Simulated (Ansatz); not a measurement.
# CH₄OTe (SMILES OC[TeH]): one structure at several levels

The atoms stand at a structure displaced at random from a GFN2-xTB minimum. How far do the functionals agree with CCSD(T) there?

Program: Ansatz 0.2.0, Gaussian basis. Level of theory: single points in def2-TZVPP. These are calculated values, not measurements.

Correlated methods freeze the cores. Filled d shells of the heavier atoms are correlated. Core potentials replace the inner electrons past krypton, and spin-orbit coupling is left out.

## 1. Starting geometry

SMILES `OC[TeH]`, 7 atoms, charge 0, spin multiplicity 1.

Atoms are counted from 1 here; the program's logs count them from 0.

Bond lengths: O1–C2 1.354 Å, O1–H4 1.041 Å, C2–Te3 2.207 Å, C2–H5 1.065 Å, C2–H6 1.152 Å, Te3–H7 1.422 Å. Angles: C2–O1–H4 117.5°, O1–C2–Te3 109.8°, O1–C2–H5 102.6°, O1–C2–H6 112.3°, Te3–C2–H5 106.3°, Te3–C2–H6 105.4°, H5–C2–H6 120.1°, C2–Te3–H7 90.3°.

As a file:

```xyz
7

O    -1.25940   -0.20140   -0.50000
C    -0.34060    0.53750    0.16600
Te    1.66870    0.15780   -0.66490
H    -1.32330   -1.21390   -0.26730
H    -0.35000    0.09900    1.13660
H    -0.51550    1.66900    0.04100
H     1.80220   -0.99090    0.16180
```

## 2. CCSD(T)/def2-TZVPP

Input file run/in.yaml:

```yaml
crystal:
  periodic: [false, false, false]
  atoms:
    - {symbol: O, position_ang: [-1.259400, -0.201400, -0.500000]}
    - {symbol: C, position_ang: [-0.340600, 0.537500, 0.166000]}
    - {symbol: Te, position_ang: [1.668700, 0.157800, -0.664900]}
    - {symbol: H, position_ang: [-1.323300, -1.213900, -0.267300]}
    - {symbol: H, position_ang: [-0.350000, 0.099000, 1.136600]}
    - {symbol: H, position_ang: [-0.515500, 1.669000, 0.041000]}
    - {symbol: H, position_ang: [1.802200, -0.990900, 0.161800]}
basis:
  gaussian: {orbitals: def2-TZVPP}
correlation: {method: ccsd_t}
output: {forces: true}
```

No record of the launch command was kept for these runs.

## 3. PBE0-D4/def2-TZVPP

run/in.yaml: that of step 2 with these lines changed.

```diff
@@ -12,3 +12,3 @@
   gaussian: {orbitals: def2-TZVPP}
-correlation: {method: ccsd_t}
-output: {forces: true}
+hamiltonian: {xc: pbe0, dispersion: d4}
+output: {forces: true, orbitals: {seedname: orbitals}}
```

## 4. wB97M-V/def2-TZVPP

run/in.yaml: that of step 3 with these lines changed.

```diff
@@ -12,3 +12,3 @@
   gaussian: {orbitals: def2-TZVPP}
-hamiltonian: {xc: pbe0, dispersion: d4}
-output: {forces: true, orbitals: {seedname: orbitals}}
+hamiltonian: {xc: {name: wB97M-V}}
+output: {forces: true}
```

## 5. r2SCAN-D4/def2-TZVPP

run/in.yaml: that of step 4 with these lines changed.

```diff
@@ -12,3 +12,3 @@
   gaussian: {orbitals: def2-TZVPP}
-hamiltonian: {xc: {name: wB97M-V}}
+hamiltonian: {xc: r2scan, dispersion: d4}
 output: {forces: true}
```

## 6. PBE-D4/def2-TZVPP

run/in.yaml: that of step 5 with these lines changed.

```diff
@@ -12,3 +12,3 @@
   gaussian: {orbitals: def2-TZVPP}
-hamiltonian: {xc: r2scan, dispersion: d4}
+hamiltonian: {xc: pbe, dispersion: d4}
 output: {forces: true}
```

## 7. CAM-B3LYP-D4/def2-TZVPP

run/in.yaml: that of step 6 with these lines changed.

```diff
@@ -12,3 +12,3 @@
   gaussian: {orbitals: def2-TZVPP}
-hamiltonian: {xc: pbe, dispersion: d4}
+hamiltonian: {xc: {name: CAM-B3LYP}, dispersion: d4}
 output: {forces: true}
```

## 8. SPW92/def2-TZVPP

run/in.yaml: that of step 7 with these lines changed.

```diff
@@ -12,3 +12,3 @@
   gaussian: {orbitals: def2-TZVPP}
-hamiltonian: {xc: {name: CAM-B3LYP}, dispersion: d4}
+hamiltonian: {xc: lda}
 output: {forces: true}
```

(Steps that only read results are left out.)

**Question.** What will these runs give? Wanted: energy less free atoms, CCSD(T)/def2-TZVPP; RMS force component; RMS force error; HOMO and LUMO, PBE0-D4; T1 diagnostic.

As calculated:

```
                                  quantity                                                                                              value
energy less free atoms, CCSD(T)/def2-TZVPP                                                                                     -2058.8 kJ/mol
                       RMS force component                                                               2.411 to 2.515 eV/Å over the methods
                           RMS force error  PBE0-D4 0.207, wB97M-V 0.093, r2SCAN-D4 0.181, PBE-D4 0.270, CAM-B3LYP-D4 0.147, SPW92 0.428 eV/Å
                    HOMO and LUMO, PBE0-D4                                                                                 -6.10 and -0.59 eV
                             T1 diagnostic                                                                                              0.011
```

**Reading.** Against CCSD(T) the functionals' energies less atoms differ by -452.6 to -51.4 kJ/mol, PBE-D4 by -116.9 kJ/mol. CCSD(T) in triple zeta still lacks some correlation energy of the bonds, so part of these gaps is its own basis error and they don't rank the functionals. On forces the order runs from wB97M-V to SPW92. Frozen-core CCSD(T) forces in triple zeta carry basis errors of their own, and this is one geometry, so small gaps rank nothing.
